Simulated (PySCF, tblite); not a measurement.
# C4H4FN2O radical: geometry, infrared bands and EPR parameters

Aim: predict the infrared bands and EPR parameters of C4H4FN2O radical (`FCOC1=CC=N[N]1`).

The runs use tblite 0.8.0 and PySCF 2.14.0, with density-fitted response routines of our own; the level of theory stands in each step. All values are computed, except where a source is named. Atoms count from 0, in the outputs and in this text.

## (1) The molecule as given

12 atoms, charge 0, multiplicity 2; geometry from: force field or distance geometry start.

Bonds of the start (Å): F0–C1 1.37, C1–O2 1.43, O2–C3 1.38, C3–C4 1.34, C4–C5 1.46, C5–N6 1.29, N6–N7 1.40, N7–C3 1.42, C1–H8 1.12, C1–H9 1.12, C4–H10 1.09, C5–H11 1.09.

## (2) Geometry optimisation with GFN2-xTB

Job settings and geometry (Å):

```
{"job": {"kind": "relax", "xc": "GFN2-xTB", "basis": "xTB"}, "charge": 0, "multiplicity": 2}
F     -3.334400     0.915300     0.165600
C     -2.193500     0.149200     0.151200
O     -1.015600     0.929500    -0.086000
C      0.153900     0.192700    -0.110200
C      1.397300     0.682300    -0.081300
C      2.338400    -0.433200    -0.111600
N      1.686200    -1.540500    -0.136600
N      0.327900    -1.219200    -0.125400
H     -2.121000    -0.389100     1.135700
H     -2.341600    -0.612500    -0.654600
H      1.676200     1.732500    -0.068600
H      3.427600    -0.407600    -0.104100
```

The run is started by

```sh
> OMP_NUM_THREADS=1 python probes_run.py task.json out
```

One launch serves the whole session: the jobs run in the order shown.

**Question.** This job is followed by: GFN2-xTB harmonic vibrations, gas phase; UKS B3LYP, pcH-1 on C F H N O, non-relativistic, mean-field spin-orbit, GIAO. What will the session give for the following? strongest single infrared mode (GFN2-xTB); zero-point energy (GFN2-xTB); g(iso) (B3LYP); ⟨S²⟩; largest a(iso) (averaged by class); surface potential, 1st and 99th percentile.

As calculated:

| quantity | value |
| --- | --- |
| strongest single infrared mode (GFN2-xTB) | 1451 cm⁻¹, 284 km/mol |
| zero-point energy (GFN2-xTB) | 49.8 kcal/mol |
| g(iso) (B3LYP) | 2.00385 |
| ⟨S²⟩ | 0.759 (exact 0.75) |
| largest a(iso) (averaged by class) | 14N on N6, 39.9 MHz |
| surface potential, 1st and 99th percentile | -1.53 V and 1.41 V |

What this shows: Over 138 steps the energy fell by 1.043 eV; of the close pairs, N6–N7 changed most, 1.396 to 1.277 Å. No mode is imaginary among the 30: a minimum at this level. The strongest single mode, at 1451 cm⁻¹, moves mainly C3. GFN2-xTB is a fitted tight-binding method: band positions and strengths are rough. Its intensities can rank the bands wrongly. The largest spin populations lie on N6 (0.39 e), C3 (0.33 e). The isotropic g lies 1.5 ppt above the free-electron value.
